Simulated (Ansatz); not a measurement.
# EuN3O6 (Eu(NO2)3): the cost of one run

Program: Ansatz 0.2.0. Level of theory: DFT PBE, plane waves, PAW, molecule in a box with 9 Å of vacuum. These are calculated values, not measurements.

4 further runs of the same task are left out: 2 for a known fault of the program, 2 that didn't finish.

**1. Where the work starts**

10 atoms, charge 0, spin multiplicity 1.

Bond lengths: Eu1–O2 2.392 Å, Eu1–O3 2.392 Å, Eu1–N4 2.852 Å, Eu1–O5 2.392 Å, Eu1–O6 2.392 Å, Eu1–N7 2.852 Å, Eu1–O8 2.392 Å, Eu1–O9 2.392 Å, Eu1–N10 2.852 Å, O2–N4 1.264 Å, O3–N4 1.264 Å, O5–N7 1.264 Å, O6–N7 1.264 Å, O8–N10 1.264 Å, O9–N10 1.264 Å. Angles: O2–Eu1–O3 52.1°, O2–Eu1–N4 26.0°, O2–Eu1–O5 102.2°, O2–Eu1–O6 126.6°, O2–Eu1–N7 116.7°, O2–Eu1–O8 102.2°, O2–Eu1–O9 126.6°, O2–Eu1–N10 116.7°, O3–Eu1–N4 26.0°, O3–Eu1–O5 126.6°, O3–Eu1–O6 102.2°, O3–Eu1–N7 116.7°, O3–Eu1–O8 126.6°, O3–Eu1–O9 102.2°, O3–Eu1–N10 116.7°, N4–Eu1–O5 116.7°, N4–Eu1–O6 116.7°, N4–Eu1–N7 120.0° and more.

Geometry (Å):

```xyz
10

Eu    0.0000    0.0000    0.0000
O     2.1494    0.0000    1.0500
O     2.1494    0.0000   -1.0500
N     2.8524    0.0000    0.0000
O    -1.0747    1.8614    1.0500
O    -1.0747    1.8614   -1.0500
N    -1.4262    2.4702    0.0000
O    -1.0747   -1.8614    1.0500
O    -1.0747   -1.8614   -1.0500
N    -1.4262   -2.4702    0.0000
```

Formal oxidation states: Eu +3. Each metal's 6 4f electrons lie in its core potential, so multiplicities, spins and levels count the valence alone. In the runs below they are in the valence, and the state is a septet. An earlier session relaxed this geometry at B3LYP, Eu lcecp-1-SVP with ECP52, O def2-SVP, N def2-SVP (singlet, point group D3h).

**2. Scalar-relativistic**

File input.yaml:

```yaml
crystal:
  lattice:
    - [13.28, 0.0, 0.0]
    - [0.0, 13.94, 0.0]
    - [0.0, 0.0, 11.1]
  atoms:
    - { symbol: Eu, position: [0.44625, 0.50001722, 0.5000045], spin: 6.0 }
    - { symbol: O, position: [0.6081009, 0.50001793, 0.5946045] }
    - { symbol: O, position: [0.6081009, 0.50001793, 0.40540541] }
    - { symbol: "N", position: [0.66103765, 0.50001865, 0.5000045] }
    - { symbol: O, position: [0.3653238, 0.63354735, 0.5946045] }
    - { symbol: O, position: [0.3653238, 0.63354735, 0.40540541] }
    - { symbol: "N", position: [0.33885542, 0.67722095, 0.5000045] }
    - { symbol: O, position: [0.36532605, 0.36648637, 0.5946045] }
    - { symbol: O, position: [0.36532605, 0.36648637, 0.40540541] }
    - { symbol: "N", position: [0.33885768, 0.32281205, 0.5000045] }
basis:
  ecutwfc: 420
  ecutrho_ratio: 4
kpoints:
  mp_grid: { grid: [1, 1, 1] }
hamiltonian:
  xc: pbe
scf:
  occupations: { method: gaussian, width: 0.01 }
output:
  forces: true
  eigenvalues: true
  populations: true
  hubbard: { sites: [{ species: Eu, l: f }] }
magnetization:
  spin_polarized: true
```

Launch:

```console
$ ansatz run input.yaml --threads 4 --pin off --max-ram 8192MiB --backend cpu --events-out ev --progress --plain --runs-dir out
```

Q: Estimate wall time and peak memory on 4 threads of Intel Xeon Platinum 8259CL at 2.50GHz (Skylake/Cascade Lake), shared host.

About 2.2 min, with a peak of 1.6 GiB.
